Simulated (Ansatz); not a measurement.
Input of an Ansatz 0.2.0 run:

The input input.yaml:

```yaml
crystal:
  lattice:
    - [4.01188, 0.0, 0.0]
    - [0.0, 4.01188, 0.0]
    - [0.0, 0.0, 4.01188]
  atoms:
    - { symbol: Na, position: [0.0, 0.0, 0.0] }
    - { symbol: "Y", position: [0.5, 0.5, 0.5] }
hamiltonian:
  xc: lda
  pseudopotentials: { kind: paw }
kpoints:
  mp_grid: { grid: [7, 7, 7] }
  band_path:
    path:
      - [[0.0, 0.0, 0.0], [0.0, 0.5, 0.0], [0.5, 0.5, 0.0], [0.0, 0.0, 0.0], [0.5, 0.5, 0.5], [0.0, 0.5, 0.0]]
      - [[0.5, 0.5, 0.0], [0.5, 0.5, 0.5]]
    npoints: 14
scf:
  occupations: { method: fermi_dirac, width: 0.05 }
  n_extra_bands: 6
output:
  forces: true
  stress: true
  eigenvalues: true
  fatbands: true
```

Potentials or basis: Ansatz PAW.

The run is started by

```console
$ ansatz run input.yaml --threads 2 --pin off --max-ram 5632MiB --backend cpu --events-out ev --progress --plain --runs-dir out
```

(1) Predict the band gap on the k mesh.

(2) Predict the pressure.

## Answers

(1) none (metal or under the smearing width).

(2) -2.2 GPa.

Caveat: the PAW data sets come from PBE, with cores solved anew for the run's functional, which leaves a small shift of forces and pressure.
